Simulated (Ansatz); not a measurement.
# triplet AlCNClOF at 6 levels

We compute a comparison of 6 runs (UHF/cc-pVDZ, UPBE0/cc-pVDZ, RPA@PBE/cc-pVDZ, RPA@PBE0/cc-pVDZ, UCCSD/cc-pVDZ, UCCSD(T)/cc-pVDZ) of triplet AlCNClOF. 

Program for the calculation: Ansatz 0.2.0.

140 further runs of the same task are left out: 2 that didn't finish, 138 set aside as unsound or not needed. Runs told in other sessions of the task aren't counted.

## Step 1: Starting point

The species is AlCNClOF (6 atoms), meant as a triplet with charge 0. SMILES of the parent species: `O=C=[N][Al]([F])[Cl]`. The coordinates come from a PBE0-D4/def2-TZVP relaxation. This is one conformer, not always the lowest. That shape belongs to the parent species and isn't relaxed for this state.

Bond lengths: O1–C2 1.162 Å, C2–N3 1.197 Å, N3–Al4 1.741 Å, Al4–F5 1.632 Å, Al4–Cl6 2.064 Å. Angles: O1–C2–N3 179.5°, C2–N3–Al4 174.7°, N3–Al4–F5 119.2°, N3–Al4–Cl6 121.4°, F5–Al4–Cl6 119.4°.

## Step 2: A single-point energy at UHF/cc-pVDZ (run 1)

File molecule.yaml:

```yaml
crystal:
  periodic: [false, false, false]
  atoms:
    - {symbol: O, position_ang: [-1.726000, -0.301300, 2.353900]}
    - {symbol: C, position_ang: [-1.034500, -0.244700, 1.421600]}
    - {symbol: N, position_ang: [-0.321400, -0.196300, 0.461800]}
    - {symbol: Al, position_ang: [0.694800, 0.033100, -0.933400]}
    - {symbol: F, position_ang: [1.379200, -1.268200, -1.642400]}
    - {symbol: Cl, position_ang: [1.050000, 1.913400, -1.707800]}
basis:
  gaussian: {orbitals: cc-pVDZ}
accuracy: high
magnetization: {spin_polarized: true, initial_magnetization: 2}
output: {orbitals: {seedname: orbitals}}
hamiltonian: {xc: hf}
total_charge: 0
```

On the command line:

```console
$ ansatz run molecule.yaml --threads 1 --pin off --max-ram 3480MiB --events-out events.jsonl --progress --plain --runs-dir runs
```

The program printed, shortened:

```text
Warning: RAYON_NUM_THREADS=1 ignored (pool sized by the plan → 1); use --threads N
Functional definition: HF
  name "HF"
[...]
1929 factors; integrals over basis functions are off by at most 3.1e-9 eV
[...]
mean field -26341.67107886 eV, -968.0385571221 hartree, gradient 2.7e-8 eV, S^2 2.037207; 6 other end points of the search recorded, 0 dependent functions left out
reference -26341.67107886 eV, -968.0385571221 hartree; 31, 29 occupied and 61, 63 virtual orbitals, 1929 factors
Total energy: -26341.67107886 eV, -968.0385571221 hartree
```

Run time: 53 s. Hardware: 1 thread of Arm Neoverse V2, shared host; peak memory 0.54 GiB.

## Step 3: The energy at UPBE0/cc-pVDZ (run 2)

File job.yaml:

```yaml
crystal:
  periodic: [false, false, false]
  atoms:
    - symbol: O
      position_ang: [-1.726000, -0.301300, 2.353900]
    - symbol: C
      position_ang: [-1.034500, -0.244700, 1.421600]
    - symbol: "N"
      position_ang: [-0.321400, -0.196300, 0.461800]
    - symbol: Al
      position_ang: [0.694800, 0.033100, -0.933400]
    - symbol: F
      position_ang: [1.379200, -1.268200, -1.642400]
    - symbol: Cl
      position_ang: [1.050000, 1.913400, -1.707800]
basis:
  gaussian:
    orbitals: cc-pVDZ
magnetization:
  spin_polarized: true
  initial_magnetization: 2
hamiltonian:
  xc: pbe0
accuracy: high
output:
  orbitals: {seedname: orbitals}
```

On the command line:

```console
$ ansatz run job.yaml --threads 1 --pin off --max-ram 3480MiB --events-out events.jsonl --progress --plain --runs-dir runs
```

The program printed, shortened:

```text
Warning: RAYON_NUM_THREADS=1 ignored (pool sized by the plan → 1); use --threads N
Functional definition: PBE0
  name "PBE0"
[...]
1929 factors; integrals over basis functions are off by at most 3.1e-9 eV
[...]
mean field -26394.90222144 eV, -969.9947655307 hartree, gradient 4.8e-8 eV, S^2 2.007252; 13 other end points of the search recorded, 0 dependent functions left out
reference -26394.90222425 eV, -969.9947656340 hartree; 31, 29 occupied and 61, 63 virtual orbitals, 1929 factors
Total energy: -26394.90222425 eV, -969.9947656340 hartree
```

Run time: 1.8 min. Hardware: 1 thread of Arm Neoverse V2, shared host; peak memory 0.53 GiB.

Run 3 isn't shown in full; the table further down has it.

## Step 4: A single-point energy at RPA@PBE0/cc-pVDZ (run 4)

File run.yaml:

```yaml
crystal:
  periodic: [false, false, false]
  atoms:
    - {symbol: O, position_ang: [-1.726000, -0.301300, 2.353900]}
    - {symbol: C, position_ang: [-1.034500, -0.244700, 1.421600]}
    - {symbol: "N", position_ang: [-0.321400, -0.196300, 0.461800]}
    - {symbol: Al, position_ang: [0.694800, 0.033100, -0.933400]}
    - {symbol: F, position_ang: [1.379200, -1.268200, -1.642400]}
    - {symbol: Cl, position_ang: [1.050000, 1.913400, -1.707800]}
basis:
  gaussian:
    orbitals: cc-pVDZ
magnetization:
  spin_polarized: true
  initial_magnetization: 2
hamiltonian:
  xc: {name: PBE0}
correlation:
  method: rpa
  frozen_orbitals: {Al: 5, C: 1, Cl: 5, F: 1, "N": 1, O: 1}
accuracy: high
```

On the command line:

```console
$ ansatz run run.yaml --threads 1 --pin off --max-ram 3480MiB --events-out events.jsonl --progress --plain --runs-dir runs
```

The program printed, shortened:

```text
Warning: RAYON_NUM_THREADS=1 ignored (pool sized by the plan → 1); use --threads N
[... 2 set-up lines as earlier in the session ...]
[...]
1929 factors; integrals over basis functions are off by at most 3.1e-9 eV
[...]
mean field -26394.90222144 eV, -969.9947655307 hartree, gradient 6.3e-8 eV, S^2 2.007252; 11 other end points of the search recorded, 0 dependent functions left out
14 core orbitals not correlated: weight in the atoms' cores, before any rotation towards them, 1.000 or more for the frozen orbitals, at most 0.000 for the correlated occupied ones
reference -26340.67023280 eV, -968.0017767079 hartree; 17, 15 occupied and 61, 63 virtual orbitals, 1929 factors
Total energy: -26370.82192315 eV, -969.1098308907 hartree
```

It took 2.4 min on 1 thread of Arm Neoverse V2, shared host; peak memory 0.7 GiB.

Run 5 isn't shown in full; the table further down has it.

## Step 5: A single-point energy at UCCSD(T)/cc-pVDZ (run 6)

File input.yaml:

```yaml
crystal:
  periodic: [false, false, false]
  atoms:
    - {symbol: O, position_ang: [-1.726000, -0.301300, 2.353900]}
    - {symbol: C, position_ang: [-1.034500, -0.244700, 1.421600]}
    - {symbol: N, position_ang: [-0.321400, -0.196300, 0.461800]}
    - {symbol: Al, position_ang: [0.694800, 0.033100, -0.933400]}
    - {symbol: F, position_ang: [1.379200, -1.268200, -1.642400]}
    - {symbol: Cl, position_ang: [1.050000, 1.913400, -1.707800]}
basis:
  gaussian:
    orbitals: cc-pVDZ
magnetization:
  spin_polarized: true
  initial_magnetization: 2
correlation:
  method: ccsd_t
  frozen_orbitals: {Al: 5, C: 1, Cl: 5, F: 1, "N": 1, O: 1}
accuracy: high
scf:
  omitted_lower_state_checks: [cluster_reference, increment]
```

On the command line:

```console
$ ansatz run input.yaml --threads 1 --pin off --max-ram 3480MiB --events-out events.jsonl --progress --plain --runs-dir runs
```

The program printed:

```text
Warning: RAYON_NUM_THREADS=1 ignored (pool sized by the plan → 1); use --threads N
[... 21 lines left out ...]
14 core orbitals not correlated: weight in the atoms' cores, before any rotation towards them, 1.000 or more for the frozen orbitals, at most 0.000 for the correlated occupied ones
[... 54 lines left out ...]
Total energy: -26364.69435028 eV, -968.8846467410 hartree
Checks for a lower state left out: cluster_reference, increment
```

Wall time 4.1 min (1 thread of Arm Neoverse V2, shared host); peak memory 1 GiB.

## Step 6: All runs side by side

```
run             level  frozen core orbitals  energy (Eh)   ⟨S²⟩  wall time
  1       UHF/cc-pVDZ                     –  -968.038557  2.037       53 s
  2     UPBE0/cc-pVDZ                     –  -969.994766  2.007    1.8 min
  3   RPA@PBE/cc-pVDZ                    14  -969.209581  2.004       82 s
  4  RPA@PBE0/cc-pVDZ                    14  -969.109831  2.007    2.4 min
  5     UCCSD/cc-pVDZ                    14  -968.860613  2.037    3.6 min
  6  UCCSD(T)/cc-pVDZ                    14  -968.884647  2.037    4.1 min
```

## Step 7: What came out

| quantity | value |
| --- | --- |
| run 6: total energy | -968.88465 Eh |
| run 6: correlation energy (14 core orbitals frozen) | -846.1 mEh |
| run 6: (T) correction | -24.03 mEh |
| run 6: ⟨S²⟩ of the reference determinant | 2.037 |
| run 6: T1 diagnostic | 0.029 |

In words: Below the UHF energy at the same shape and in the same basis (cc-pVDZ): UCCSD -822.1 mEh; UCCSD(T) -846.1 mEh. All runs together took 14 min, the longest 4.1 min.
